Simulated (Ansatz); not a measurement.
# ClHInS radical: an energy map over angle Cl3–In2–S1 and angle H4–S1–In2

A grid of calculations on ClHInS, SMILES [SH][In][Cl], spin multiplicity 2, to see where the energy is lowest and how it rises around there.

Program: Ansatz 0.2.0. Level of theory: UKS r2SCAN-D4/def2-SVP. These are calculated values, not measurements.

## (1) Starting geometry

4 atoms, charge 0, spin multiplicity 2.

Atoms are counted from 1 here; the program's logs count them from 0.

Bond lengths: S1–In2 2.497 Å, S1–H4 1.364 Å, In2–Cl3 2.413 Å. Angles: In2–S1–H4 92.0°, S1–In2–Cl3 116.2°.

Coordinates:

```xyz
4
ClHInS
S    -1.4040    0.0417   -0.5383
In    0.9526    0.2676    0.2556
Cl    1.9445   -1.7087    1.2203
H    -1.4376    1.3390   -0.9579
```

## (3) Plan of the scan

- angle Cl3–In2–S1: 7 values from 89.7 to 139.7 °
- angle H4–S1–In2: 7 values from 57.9 to 127.9 °

Nothing else is relaxed (all other coordinates rigid). Energies count from the relaxed molecule at the same level. Points are written as (first, second).

(The set-up runs are not shown.)

## (4) Point (89.7°, 116.3°)

File input.yaml:

```yaml
crystal:
  periodic: [false, false, false]
  atoms:
    - { symbol: S, position_ang: [-1.368473, 0.035477, -0.526042] }
    - { symbol: In, position_ang: [0.957081, 0.280006, 0.250656] }
    - { symbol: Cl, position_ang: [0.950752, -2.003408, 0.948834] }
    - { symbol: H, position_ang: [-1.936042, 1.134321, -1.073958] }
magnetization:
  spin_polarized: true
  initial_magnetization: 1
basis:
  gaussian: { orbitals: def2-SVP }
hamiltonian:
  xc: r2scan
  dispersion: d4
output:
  forces: true
```

Started as:

```sh
$ ansatz run input.yaml --threads 1 --pin off --max-ram 2560MiB --backend cpu --events-out ev --progress --plain --runs-dir out
```

The session goes on with these runs: the other points that were computed.

Before running it: what results should come out? Wanted: lowest point; highest computed point; dipole moment.

The runs gave:

```
               quantity                                                                        value
           lowest point                                                  (114.7°, 92.9°), 0.0 kJ/mol
 highest computed point                                 (89.7°, 57.9°), 93.7 kJ/mol above the lowest
      dipole moment (D)  2.09 at (139.7°, 57.9°) to 4.11 at (89.7°, 92.9°); 3.36 at the lowest point
time for the whole task                                              12 min on 1 thread, shared host
```

**Reading.** The lowest computed point is at (114.7°, 92.9°), 0.0 kJ/mol from the relaxed molecule at the same level. The grid shows no other well, apart from its symmetry copies. The highest computed point, (89.7°, 57.9°), lies 93.7 kJ/mol above the lowest. Round the minimum the valley is somewhat tilted: raising angle Cl3–In2–S1 shifts the best value of angle H4–S1–In2 downwards (coupling k₁₂/√(k₁₁k₂₂) about 0.3).
